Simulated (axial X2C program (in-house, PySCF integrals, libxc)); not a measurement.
**BiAl: from the state search to constants**

Aim: find the lowest determinant of BiAl, scan the bond at several levels and fit the constants, once spin-free and once with spin–orbit coupling.

The runs use an in-house X2C program for linear molecules on PySCF integrals; all-electron X2C, Bi dyall-cv3z, Al dyall-v3z.

All values are calculated.

### Step 1. The job

task.json reads:

```json
{"zs": [83, 13], "q": 0, "bas": ["dyall-cv3z", "dyall-v3z"], "levels": ["PBE0", "HF", "LDA"], "cc": true, "r0": 2.77, "thr": -1.0, "nmax": 90, "npts": 10, "nst": 2, "ntry": 6}
```

Keys: zs atomic numbers; q charge; bas basis sets; levels methods (HF also brings MP2); cc coupled cluster on or off; r0 starting distance in Å; thr threshold in hartree for freezing inner shells (an s shell follows its p shell); nmax most natural virtual spinors; npts points asked for on the curve; nst determinants followed; ntry starts of the search.

Run with:

```sh
> python so2c.py task.json out
```

Spin-free means the one-electron spin-free X2C Hamiltonian; two-component (2c) means X2C with spin–orbit coupling and atomic mean-field two-electron Coulomb and Gaunt terms. Basis: Bi dyall-cv3z contracted to [12s14p10d6f1g], Al dyall-v3z contracted to [8s8p2d1f]; Gaussian nuclei, density fitting. Masses: Bi 208.980 u, Al 26.982 u.

Notation: σ, π±, δ± give the projection m of an orbital's angular momentum (0, ±1, ±2), α and β its spin, Λ and M_S the sums; ω is the projection of a spinor's total angular momentum and Ω the sum. Logs are in hartree.

The results follow Hamiltonian by Hamiltonian and level by level.

### Step 2. Search for the lowest determinant

PBE0 moves the distance from 2.770 Å to 2.682 Å and compares determinants there.

Spin-free determinants:

```
ΔE (eV)           state                              open shells
   0.00  M_S = 1, Λ = 0           beyond closed shells: π+α, π-α
   0.10  M_S = 1, Λ = 1  beyond closed shells: σα, π+α, π+β, π-α
   0.26  M_S = 0, Λ = 1  beyond closed shells: σβ, π+α, π+β, π-α
   0.68  M_S = 0, Λ = 0           beyond closed shells: π+β, π-α
   0.68  M_S = 0, Λ = 2           beyond closed shells: π+α, π+β
   1.46  M_S = 2, Λ = 1   beyond closed shells: σα, 2 × π+α, π-α
   2.07  M_S = 1, Λ = 1   beyond closed shells: σβ, 2 × π+α, π-α
```

Two-component determinants:

| ΔE (eV) | state | open shells |
| --- | --- | --- |
| 0.00 | Ω = 1 | excess of +ω over −ω: ω = -1/2, ω = 3/2 |
| 0.04 | Ω = 2 | excess of +ω over −ω: ω = 1/2, ω = 3/2 |
| 0.34 | Ω = 0 | closed shell |
| 0.50 | Ω = 0 | closed shell |
| 1.36 | Ω = 1 | excess of +ω over −ω: 2 × ω = 1/2 |
| 1.79 | Ω = 3 | excess of +ω over −ω: 2 × ω = 3/2 |
| 2.04 | Ω = 1 | excess of +ω over −ω: 2 × ω = 1/2 |

### Step 3. PBE0, spin-free

State followed: M_S = 1, Λ = 0 (beyond closed shells: π+α, π-α). The scan is laid around 2.682 Å, a first estimate of the minimum, and this SCF restarts from the orbitals of the search.

Output at 2.682 Å:

```text
spin-free X2C-1e  PBE0
basis functions 204  fitting functions 1166  grid points 5085
iter        total energy     max residual
   1     -21778.162801618     9.81e-06
   2     -21778.162801622     6.41e-06
   3     -21778.162801623     3.78e-06
converged
one-electron -30202.55230892  Coulomb 8633.59088440  exact exchange -103.92948275  xc functional -318.16608174  nuclear repulsion 212.89418739
```

Along the bond, energies from the lowest point:

| R (Å) | E (eV) | μ (D) | HOMO (eV) | LUMO (eV) | iterations |
| --- | --- | --- | --- | --- | --- |
| 2.333 | 1.0290 | -1.23 | -4.87 | -3.92 | 10 |
| 2.441 | 0.5487 | -0.88 | -4.93 | -3.72 | 10 |
| 2.521 | 0.3096 | -0.59 | -4.97 | -3.58 | 10 |
| 2.602 | 0.1502 | -0.29 | -4.99 | -3.46 | 11 |
| 2.682 | 0.0535 | 0.02 | -5.01 | -3.34 | 3 |
| 2.776 | 0.0015 | 0.38 | -5.02 | -3.21 | 11 |
| 2.870 | 0.0000 | 0.75 | -5.01 | -3.09 | 12 |
| 2.990 | 0.0514 | 1.21 | -4.98 | -2.96 | 11 |
| 3.138 | 0.1688 | 1.76 | -4.93 | -2.82 | 12 |
| 3.353 | 0.3986 | 2.49 | -4.82 | -2.67 | 12 |

Dipoles are positive if Al is the positive end.

Outer orbitals at the reference distance:

```csv
symmetry,occupied,ε (eV),atomic character
δ+α,yes,-29.16,100% Bi d
δ-α,yes,-29.16,100% Bi d
π+α,yes,-28.93,100% Bi d
π-α,yes,-28.93,100% Bi d
δ+β,yes,-28.89,100% Bi d
δ-β,yes,-28.89,100% Bi d
σα,yes,-28.88,100% Bi d
σβ,yes,-28.77,100% Bi d
π-β,yes,-28.76,100% Bi d
π+β,yes,-28.76,100% Bi d
σα,yes,-16.51,"80% Bi s, 9% Al p, 6% Al s"
σβ,yes,-15.05,"80% Bi s, 8% Al p, 6% Al s"
σα,yes,-9.20,"58% Al s, 33% Bi p, 5% Bi s"
σβ,yes,-8.82,"62% Al s, 29% Bi p, 5% Bi s"
π+α,yes,-6.32,"83% Bi p, 12% Al p, 4% Al d"
π-α,yes,-6.32,"83% Bi p, 12% Al p, 4% Al d"
σα,yes,-5.31,"38% Bi p, 36% Al p, 21% Al s"
σβ,yes,-5.01,"40% Bi p, 40% Al p, 17% Al s"
π+β,no,-3.34,"68% Bi p, 27% Al p, 3% Al d"
π-β,no,-3.34,"68% Bi p, 27% Al p, 3% Al d"
π+α,no,-1.70,"81% Al p, 10% Bi p, 6% Bi d"
π-α,no,-1.70,"81% Al p, 10% Bi p, 6% Bi d"
```

PBE0 fields in the half plane through the axis: z from -2.4 to 4.8 Å across, distance from the axis 0.15 to 2.25 Å upwards; Bi lies at z = 0 and Al at z = 2.682 Å; the ELF is damped to zero where the density is low.

log10 density (e/bohr³). Ten even steps from '0' (-3.94 ) to '9' (1.95 ):
```
0001111222211111111111100
0011222222222222222221110
0112223333332222222222211
1122333343333333333332221
1223344444443333333333221
1223445565544444444433322
1233456777654444565443322
1233456898654445787543322
```

ELF. Ten even steps from '0' (0.00 ) to '9' (1.00 ):
```
0001233444432100012444210
0023455555544211135788741
0235566666555322358999985
1356666555565533479999998
3567764433456654347999999
4677653444346762000599999
5777644656436850473089999
5787635343635831838059999
```

Re = 2.825 Å, ωe = 235.0 cm⁻¹, ωexe = 0.703 cm⁻¹, Be = 0.08839 cm⁻¹, De = 1.74 eV, μ = 0.57 D.

### Step 4. HF, spin-free

The SCF at the reference distance of 2.682 Å:

```text
spin-free X2C-1e  HF
basis functions 204  fitting functions 1166  grid points 5085
iter        total energy     max residual
   1     -21771.785168139     6.67e-01
   2     -21771.821835469     7.95e-03
   3     -21771.822993240     6.51e-03
   4     -21771.823227467     1.24e-03
   5     -21771.823313229     4.36e-04
   6     -21771.823343580     2.05e-04
   7     -21771.823350163     1.19e-04
   8     -21771.823352552     6.35e-05
   9     -21771.823353201     4.67e-05
  10     -21771.823353367     3.36e-05
  11     -21771.823353442     1.73e-05
  12     -21771.823353462     4.39e-06
  13     -21771.823353463     1.08e-06
converged
one-electron -30203.03893859  Coulomb 8634.20156661  exact exchange -415.88016887  xc functional 0.00000000  nuclear repulsion 212.89418739
```

Re = 2.859 Å, ωe = 222.8 cm⁻¹, Be = 0.08629 cm⁻¹, De = 0.603 eV, μ = 1.13 D.

### Step 5. LDA, spin-free

The SCF at the reference distance of 2.682 Å:

```text
spin-free X2C-1e  LDA
basis functions 204  fitting functions 1166  grid points 5085
iter        total energy     max residual
   1     -21764.665117935     1.76e+00
   2     -21764.686194611     1.96e-02
   3     -21764.685724324     1.40e-02
   4     -21764.686561876     2.47e-03
   5     -21764.686648115     1.62e-03
   6     -21764.686785629     2.83e-04
   7     -21764.686789595     4.59e-05
   8     -21764.686789676     6.06e-06
   9     -21764.686789678     3.65e-07
converged
one-electron -30200.53310613  Coulomb 8631.37654990  exact exchange 0.00000000  xc functional -408.42442085  nuclear repulsion 212.89418739
```

Re = 2.806 Å, ωe = 236.8 cm⁻¹, ωexe = 0.688 cm⁻¹, Be = 0.08961 cm⁻¹, De = 2.34 eV, μ = 0.53 D.

### Step 6. Correlated methods, spin-free

Correlated methods: 8 electrons correlated (frozen shells, counted by type: Bi 5 s, 4 p, 3 d, 1 f; Al 2 s, 1 p), 220 virtual spinors in MP2, 89 natural virtuals in coupled cluster.

Output of the correlated part at 2.682 Å:

```text
correlated 8  virtual 220  natural virtual 89  E(MP2) -0.119071710  MP2 remainder -0.003493729
iter   CCSD correlation   residual
   1     -0.133233810   1.33e-01
   2     -0.140755088   5.64e-02
   3     -0.141335193   1.64e-02
   4     -0.141481355   6.08e-03
   5     -0.141478739   2.06e-03
   6     -0.141473370   7.99e-04
   7     -0.141478224   3.41e-04
   8     -0.141479123   1.21e-04
   9     -0.141478973   4.66e-05
  10     -0.141479118   1.61e-05
  11     -0.141479178   6.77e-06
  12     -0.141479249   2.43e-06
  13     -0.141479259   9.99e-07
(T) -0.005876199  T1 0.0261  D1 0.0370  max T2 0.075
```

T1 in the output is the amplitude norm over the root of the electron number; divide by √2 for the Lee–Taylor value.

MP2: Re = 2.830 Å, ωe = 241.9 cm⁻¹, Be = 0.0881 cm⁻¹, De = 1.40 eV.

CCSD: Re = 2.840 Å, ωe = 232.8 cm⁻¹, Be = 0.08748 cm⁻¹, De = 1.43 eV. T1 at Re = 0.020 (Lee–Taylor, the printed value over √2).

CCSD(T): Re = 2.842 Å, ωe = 232.3 cm⁻¹, Be = 0.08735 cm⁻¹, De = 1.52 eV. T1 at Re = 0.020 (Lee–Taylor, the printed value over √2).

### Step 7. A higher determinant, spin-free

State: M_S = 1, Λ = 1 (beyond closed shells: σα, π+α, π+β, π-α).

Output at the reference distance:

```text
spin-free X2C-1e  PBE0
basis functions 204  fitting functions 1166  grid points 5085
iter        total energy     max residual
   1     -21778.159096688     5.96e-06
   2     -21778.159096688     4.83e-06
converged
one-electron -30202.68311889  Coulomb 8633.68334596  exact exchange -103.91610049  xc functional -318.13741066  nuclear repulsion 212.89418739
```

| R (Å) | E above the lowest PBE0 point (eV) |
| --- | --- |
| 2.441 | 0.205 |
| 2.521 | 0.132 |
| 2.602 | 0.120 |
| 2.682 | 0.154 |
| 2.776 | 0.233 |
| 2.870 | 0.341 |
| 2.990 | 0.503 |
| 3.138 | 0.716 |
| 3.353 | 1.015 |

Re = 2.578 Å, ωe = 294.0 cm⁻¹, Be = 0.1061 cm⁻¹, μ = 1.41 D. Te = 0.12 eV.

### Step 8. The spin-free curves together

Energy (eV) of the followed determinant, spin-free, from each level's lowest point:

| R (Å) | PBE0 | HF | MP2 | CCSD | CCSD(T) | LDA |
| --- | --- | --- | --- | --- | --- | --- |
| 2.333 | 1.029 | 1.148 | 1.090 | n/a | n/a | 0.942 |
| 2.441 | 0.549 | 0.633 | 0.584 | n/a | n/a | 0.492 |
| 2.521 | 0.310 | 0.374 | 0.332 | n/a | n/a | 0.271 |
| 2.602 | 0.150 | 0.197 | 0.163 | 0.175 | 0.177 | 0.126 |
| 2.682 | 0.053 | 0.084 | 0.060 | 0.068 | 0.070 | 0.041 |
| 2.776 | 0.002 | 0.017 | 0.003 | 0.008 | 0.009 | 0.000 |
| 2.870 | 0.000 | 0.000 | 0.000 | 0.000 | 0.000 | 0.007 |
| 2.990 | 0.051 | 0.032 | 0.055 | 0.044 | 0.043 | 0.067 |
| 3.138 | 0.169 | 0.118 | 0.194 | 0.155 | 0.154 | 0.193 |
| 3.353 | 0.399 | 0.263 | 0.493 | n/a | n/a | 0.432 |

### Step 9. PBE0, 2c

State followed: Ω = 1 (excess of +ω over −ω: ω = -1/2, ω = 3/2). The scan is laid around 2.682 Å, a first estimate of the minimum, and this SCF restarts from the orbitals of the search.

Output at 2.682 Å:

```text
two-component X2C + atomic mean field  PBE0
basis functions 204  fitting functions 1166  grid points 5085
iter        total energy     max residual
   1     -21785.696384964     6.97e-06
   2     -21785.696384966     5.56e-06
converged
one-electron -30187.78404001  Coulomb 8632.47531487  exact exchange -103.92084454  xc functional -318.24340356  nuclear repulsion 212.89418739  atomic mean-field constant -21.11759912
```

Along the bond, energies from the lowest point:

| R (Å) | E (eV) | μ (D) | HOMO (eV) | LUMO (eV) | iterations |
| --- | --- | --- | --- | --- | --- |
| 2.333 | 0.4720 | 0.45 | -5.37 | -3.45 | 12 |
| 2.441 | 0.1915 | 0.54 | -5.35 | -3.32 | 12 |
| 2.521 | 0.0747 | 0.62 | -5.32 | -3.22 | 12 |
| 2.602 | 0.0158 | 0.73 | -5.28 | -3.19 | 12 |
| 2.682 | 0.0000 | 0.86 | -5.23 | -3.18 | 2 |
| 2.776 | 0.0210 | 1.06 | -5.14 | -3.15 | 12 |
| 2.870 | 0.0731 | 1.28 | -5.05 | -3.11 | 13 |
| 2.990 | 0.1715 | 1.60 | -4.94 | -3.04 | 13 |
| 3.138 | 0.3215 | 2.00 | -4.82 | -2.95 | 13 |
| 3.353 | 0.5645 | 2.57 | -4.67 | -2.82 | 14 |

Dipoles are positive if Al is the positive end.

Outer spinors at the reference distance:

```
   ω  occupied  ε (eV)              atomic character     λ mixture
-3/2       yes  -30.26                     100% Bi d  81% δ, 19% π
-1/2       yes  -30.24                     100% Bi d  60% π, 40% σ
 1/2       yes  -30.23                     100% Bi d  59% π, 41% σ
 3/2       yes  -30.19                     100% Bi d  79% δ, 21% π
 5/2       yes  -27.31                     100% Bi d        100% δ
-1/2       yes  -27.28                     100% Bi d  60% σ, 40% π
 1/2       yes  -27.24                     100% Bi d  59% σ, 41% π
-3/2       yes  -27.23                     100% Bi d  81% π, 19% δ
 3/2       yes  -27.23                     100% Bi d  79% π, 21% δ
-5/2       yes  -27.16                     100% Bi d        100% δ
 1/2       yes  -15.69    80% Bi s, 8% Al p, 7% Al s        100% σ
-1/2       yes  -15.16    80% Bi s, 8% Al p, 7% Al s        100% σ
-1/2       yes   -9.16   61% Al s, 30% Bi p, 5% Bi s   98% σ, 2% π
 1/2       yes   -9.12   59% Al s, 31% Bi p, 5% Bi s   98% σ, 2% π
-1/2       yes   -6.63   72% Bi p, 15% Al p, 8% Al s  73% π, 27% σ
 1/2       yes   -6.05  65% Bi p, 17% Al p, 13% Al s  59% π, 41% σ
-1/2       yes   -5.23   47% Bi p, 42% Al p, 7% Al s  74% σ, 26% π
 3/2       yes   -5.23   69% Bi p, 26% Al p, 4% Al d        100% π
 1/2        no   -3.18   51% Bi p, 38% Al p, 7% Al s  61% σ, 39% π
-3/2        no   -3.04   58% Bi p, 38% Al p, 2% Al d        100% π
-1/2        no   -1.80   80% Al p, 12% Bi p, 6% Bi d   98% π, 2% σ
 3/2        no   -1.61   68% Al p, 23% Bi p, 5% Bi d        100% π
```

PBE0 fields in the half plane through the axis: z from -2.4 to 4.8 Å across, distance from the axis 0.15 to 2.25 Å upwards; Bi lies at z = 0 and Al at z = 2.682 Å; the ELF is damped to zero where the density is low.

log10 density (e/bohr³). Ten even steps from '0' (-4.05 ) to '9' (1.95 ):
```
0001112222222111111111100
0011222222222222222221110
0112233333333222222222211
1122333444333333333332221
1123344444443333333333221
1223445565544444444433322
1233456777654444565443322
1233456898654445787543332
```

ELF. Ten even steps from ' ' (0.00 ) to '@' (0.99 ):
```
        ..::--========--::::......::::----::..    
    ..::--====++++++++==----::::--==++******++::  
    ::--==++++****++++++====--==++**%%%%@@%%%%**--
  ..--==++**++++++++++++++==++++**##%%@@@@@@@@%%##
..::==++**++====----====++++**++====##@@@@@@@@@@%%
..--++****==--======----++****::      ++@@@@@@@@@@
::==****++====**++**==--==**==  ==##--  ##@@@@@@@@
::==****++--**--==--**--==**::..%%--%%..==@@@@@@@@
```

Re = 2.678 Å, ωe = 237.5 cm⁻¹, Be = 0.09836 cm⁻¹, De = 1.73 eV, μ = 0.86 D.

### Step 10. HF, 2c

Output at 2.682 Å:

```text
two-component X2C + atomic mean field  HF
basis functions 204  fitting functions 1166  grid points 5085
iter        total energy     max residual
   1     -21779.215515012     8.66e-01
   2     -21779.253582255     7.84e-03
   3     -21779.255431516     6.33e-03
   4     -21779.255972636     2.25e-03
   5     -21779.256416172     2.05e-03
   6     -21779.256900158     1.76e-03
   7     -21779.257296477     1.47e-03
   8     -21779.257633251     1.16e-03
   9     -21779.257980286     6.13e-04
  10     -21779.258044257     3.94e-04
  11     -21779.258066657     2.24e-04
  12     -21779.258072085     8.93e-05
  13     -21779.258072653     5.33e-05
  14     -21779.258072798     1.61e-05
  15     -21779.258072839     7.70e-06
  16     -21779.258072844     1.60e-06
  17     -21779.258072844     7.63e-07
converged
one-electron -30188.06531594  Coulomb 8632.89308086  exact exchange -415.86242602  xc functional 0.00000000  nuclear repulsion 212.89418739  atomic mean-field constant -21.11759912
```

Re = 2.769 Å, ωe = 219.8 cm⁻¹, ωexe = 1.28 cm⁻¹, Be = 0.09203 cm⁻¹, De = 0.726 eV, μ = 1.40 D.

### Step 11. LDA, 2c

The SCF at the reference distance of 2.682 Å:

```text
two-component X2C + atomic mean field  LDA
basis functions 204  fitting functions 1166  grid points 5085
iter        total energy     max residual
   1     -21772.249137476     1.76e+00
   2     -21772.270373727     1.95e-02
   3     -21772.270247822     1.35e-02
   4     -21772.270743319     2.19e-03
   5     -21772.270521695     3.10e-03
   6     -21772.270869447     5.48e-04
   7     -21772.270888568     2.59e-05
   8     -21772.270888579     1.52e-05
   9     -21772.270888589     9.31e-07
  10     -21772.270888589     3.73e-07
converged
one-electron -30185.92846278  Coulomb 8630.42698228  exact exchange 0.00000000  xc functional -408.54599636  nuclear repulsion 212.89418739  atomic mean-field constant -21.11759912
```

Re = 2.641 Å, ωe = 248.8 cm⁻¹, ωexe = 0.858 cm⁻¹, Be = 0.1011 cm⁻¹, De = 2.30 eV, μ = 0.90 D.

### Step 12. Correlated methods, 2c

Correlated methods: 8 electrons correlated (frozen shells, counted by type: Bi 5 s, 4 p, 3 d, 1 f; Al 2 s, 1 p), 220 virtual spinors in MP2, 90 natural virtuals in coupled cluster.

Output of the correlated part at 2.682 Å:

```text
correlated 8  virtual 220  natural virtual 90  E(MP2) -0.114156505  MP2 remainder -0.003656252
iter   CCSD correlation   residual
   1     -0.127614907   1.33e-01
   2     -0.135771888   6.36e-02
   3     -0.137120677   2.86e-02
   4     -0.137901516   1.69e-02
   5     -0.138203090   8.60e-03
   6     -0.138275162   3.74e-03
   7     -0.138320515   1.97e-03
   8     -0.138319700   1.06e-03
   9     -0.138319025   5.90e-04
  10     -0.138320356   3.06e-04
  11     -0.138322480   1.66e-04
  12     -0.138323548   9.01e-05
  13     -0.138324189   5.46e-05
  14     -0.138324556   3.25e-05
  15     -0.138324917   1.86e-05
  16     -0.138325114   1.04e-05
  17     -0.138325195   5.78e-06
  18     -0.138325213   3.42e-06
(T) -0.006543756  T1 0.0597  D1 0.1110  max T2 0.064
```

MP2: Re = 2.718 Å, ωe = 230.2 cm⁻¹, Be = 0.09552 cm⁻¹, De = 1.36 eV.

CCSD: Re = 2.732 Å, ωe = 231.3 cm⁻¹, ωexe = 0.661 cm⁻¹, Be = 0.09451 cm⁻¹, De = 1.39 eV. T1 at Re = 0.043 (Lee–Taylor, the printed value over √2).

CCSD(T): Re = 2.726 Å, ωe = 233.2 cm⁻¹, ωexe = 0.591 cm⁻¹, Be = 0.09497 cm⁻¹, De = 1.49 eV. T1 at Re = 0.042 (Lee–Taylor, the printed value over √2).

### Step 13. A higher determinant, 2c

State: Ω = 2 (excess of +ω over −ω: ω = 1/2, ω = 3/2).

Output at the reference distance:

```text
two-component X2C + atomic mean field  PBE0
basis functions 204  fitting functions 1166  grid points 5085
iter        total energy     max residual
   1     -21785.695037684     9.35e-06
   2     -21785.695037699     6.12e-06
   3     -21785.695037705     4.25e-06
   4     -21785.695037708     2.67e-06
   5     -21785.695037709     7.35e-07
converged
one-electron -30187.80604645  Coulomb 8632.49209891  exact exchange -103.91852576  xc functional -318.23915267  nuclear repulsion 212.89418739  atomic mean-field constant -21.11759912
```

| R (Å) | E above the lowest PBE0 point (eV) |
| --- | --- |
| 2.441 | 0.179 |
| 2.521 | 0.078 |
| 2.602 | 0.035 |
| 2.682 | 0.037 |
| 2.776 | 0.078 |
| 2.870 | 0.149 |
| 2.990 | 0.268 |
| 3.138 | 0.438 |
| 3.353 | 0.699 |

Re = 2.638 Å, ωe = 257.5 cm⁻¹, ωexe = 1.04 cm⁻¹, Be = 0.1014 cm⁻¹, μ = 1.05 D. Te = 0.03 eV.

### Step 14. The 2c curves together

Energy (eV) of the followed determinant, 2c, from each level's lowest point:

| R (Å) | PBE0 | HF | MP2 | CCSD | CCSD(T) | LDA |
| --- | --- | --- | --- | --- | --- | --- |
| 2.333 | 0.472 | 0.694 | 0.538 | n/a | n/a | 0.388 |
| 2.441 | 0.192 | 0.343 | 0.240 | 0.277 | 0.267 | 0.139 |
| 2.521 | 0.075 | 0.176 | 0.108 | 0.129 | 0.122 | 0.041 |
| 2.602 | 0.016 | 0.073 | 0.032 | 0.042 | 0.037 | 0.000 |
| 2.682 | 0.000 | 0.018 | 0.000 | 0.002 | 0.000 | 0.000 |
| 2.776 | 0.021 | 0.000 | 0.004 | 0.000 | 0.001 | 0.038 |
| 2.870 | 0.073 | 0.019 | 0.044 | 0.034 | 0.038 | 0.104 |
| 2.990 | 0.171 | 0.079 | 0.132 | 0.116 | 0.124 | 0.218 |
| 3.138 | 0.321 | 0.180 | 0.280 | n/a | n/a | 0.383 |
| 3.353 | 0.565 | 0.330 | 0.531 | n/a | n/a | 0.644 |

The whole job took 3.2 min on 1 thread of Arm Neoverse V1, shared host.

### Step 15. What came out

Lowest determinant that the search found at its distance, spin-free: M_S = 1, Λ = 0 (beyond closed shells: π+α, π-α).

Lowest determinant that the search found at its distance, 2c: Ω = 1 (excess of +ω over −ω: ω = -1/2, ω = 3/2).

| Hamiltonian | level | Re (Å) | ωe (cm⁻¹) | De (eV) | μ (D) |
| --- | --- | --- | --- | --- | --- |
| spin-free | PBE0 | 2.825 | 235.0 | 1.74 | 0.57 |
| spin-free | HF | 2.859 | 222.8 | 0.603 | 1.13 |
| spin-free | MP2 | 2.830 | 241.9 | 1.40 | n/a |
| spin-free | CCSD | 2.840 | 232.8 | 1.43 | n/a |
| spin-free | CCSD(T) | 2.842 | 232.3 | 1.52 | n/a |
| spin-free | LDA | 2.806 | 236.8 | 2.34 | 0.53 |
| 2c | PBE0 | 2.678 | 237.5 | 1.73 | 0.86 |
| 2c | HF | 2.769 | 219.8 | 0.726 | 1.40 |
| 2c | MP2 | 2.718 | 230.2 | 1.36 | n/a |
| 2c | CCSD | 2.732 | 231.3 | 1.39 | n/a |
| 2c | CCSD(T) | 2.726 | 233.2 | 1.49 | n/a |
| 2c | LDA | 2.641 | 248.8 | 2.30 | 0.90 |

Dipoles are positive if Al is the positive end.

Time per point (s) on 1 thread of Arm Neoverse V1, shared host (2c runs; CCSD comes with the CCSD(T) run); the times are rough: PBE0 1.1, HF 1.2, MP2 1.3, CCSD(T) 7.9, LDA 0.28.

In words: At CCSD(T), going from spin-free to two-component changes Re by -116 mÅ, ωe by +0.4 %, so spin–orbit coupling matters for this bond. De moves by -0.03 eV; both De rest on single-determinant atoms, which can miss part of an open shell's spin–orbit lowering.

De refers to Bi + Al, each in the lowest determinant found, which need not be this curve's own limit. Each curve is one determinant whose occupation by symmetry is held fixed; it was picked as the lowest of a PBE0 search that is not exhaustive. De is counted from the lowest determinant-based energies of the atoms at the same level, without counterpoise correction. Density functionals use the spin component along the axis (collinear). CCSD and (T) use frozen natural virtuals with an MP2 correction for the truncation. With several unpaired electrons one determinant need not be a pure state. At some level an empty orbital lies below a filled one. The spin-free determinant is spin-contaminated at some levels, which hurts MP2 most. With the outer-core shells frozen, correlated bond lengths of heavy atoms tend to come out a few hundredths of an ångström too long. T1 at Re is 0.043 (Lee–Taylor), above the customary mark of 0.02.
